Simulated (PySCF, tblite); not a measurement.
# C₄H₁₂AlN: geometry, infrared bands and NMR shifts

What infrared bands and NMR shifts should C₄H₁₂AlN (`C[C@@H]1C[C@H]1[AlH2-][NH3+]`) show?

Computed with tblite 0.8.0 and PySCF 2.14.0, with density-fitted response routines of our own, on a single molecule in the gas phase. Atoms are numbered from 0 throughout.

## (1) The molecule as given

18 atoms, charge 0, multiplicity 1; geometry from: force field or distance geometry start.

Bonds of the start (Å): C0–C1 1.51, C1–C2 1.55, C2–C3 1.52, C3–Al4 1.96, Al4–N5 1.91, C3–C1 1.50, C0–H6 1.10, C0–H7 1.10, C0–H8 1.10, C1–H9 1.09, C2–H10 1.10, C2–H11 1.11, C3–H12 1.13, Al4–H13 1.60, Al4–H14 1.61, N5–H15 1.07, N5–H16 1.06, N5–H17 1.03.

## (2) Optimising the geometry with GFN2-xTB

Job settings and geometry (Å):

```
{"job": {"kind": "relax", "xc": "GFN2-xTB", "basis": "xTB"}, "charge": 0, "multiplicity": 1}
C     -2.702000     0.218100    -0.048300
C     -1.244000    -0.030900    -0.365400
C     -0.604800    -0.927400     0.719800
C     -0.288100     0.551700     0.627300
Al     1.584400     0.937200     0.216600
N      2.596600    -0.580000    -0.336100
H     -2.763100     0.423700     1.029300
H     -3.256700    -0.699700    -0.303200
H     -3.098200     1.021600    -0.682200
H     -0.950900    -0.223400    -1.399400
H      0.145700    -1.599800     0.286800
H     -1.244400    -1.247900     1.567900
H     -0.755900     1.226200     1.403300
H      1.797700     2.074200    -0.881900
H      2.293200     1.474100     1.553600
H      2.949400    -1.082700     0.536000
H      3.469400    -0.258900    -0.839900
H      2.063000    -1.269800    -0.890100
```

Run with:

```bash
> OMP_NUM_THREADS=1 python probes_run.py task.json out
```

This one command runs all jobs of the session in turn.

**Question.** This job is followed by: GFN2-xTB harmonic vibrations, gas phase; GIAO PBE0/pcSseg-1 NMR shielding, non-relativistic, gas phase. Predict these results of the whole session: strongest single infrared mode (GFN2-xTB); zero-point energy (GFN2-xTB); 13C shifts against TMS (PBE0/pcSseg-1); 1H shifts against TMS (PBE0/pcSseg-1, means over atoms taken as alike); 27Al shifts against AlH4- (PBE0/pcSseg-1); 15N shifts against NH3 (PBE0/pcSseg-1).

**Answer**, as computed:

| quantity | value |
| --- | --- |
| strongest single infrared mode (GFN2-xTB) | 663 cm⁻¹, 556 km/mol |
| zero-point energy (GFN2-xTB) | 91.1 kcal/mol |
| 13C shifts against TMS (PBE0/pcSseg-1) | 23.6, 10.7, 9.7, 0.2 ppm |
| 1H shifts against TMS (PBE0/pcSseg-1, means over atoms taken as alike) | 4.22, 3.31, 2.09, 1.22, 0.64, 0.16, 0.11, -1.21 ppm |
| 27Al shifts against AlH4- (PBE0/pcSseg-1) | 76.6 ppm |
| 15N shifts against NH3 (PBE0/pcSseg-1) | 32.8 ppm |

In words: Relaxing lowered the energy by 0.875 eV in 222 steps; the close pair that moved most is Al4–N5, from 1.906 to 2.066 Å. No mode is imaginary among the 48: a minimum at this level. The strongest single mode, at 663 cm⁻¹, moves mainly H13 and H14. GFN2-xTB is a fitted tight-binding method: band positions and strengths are rough. Its intensities can rank the bands wrongly.
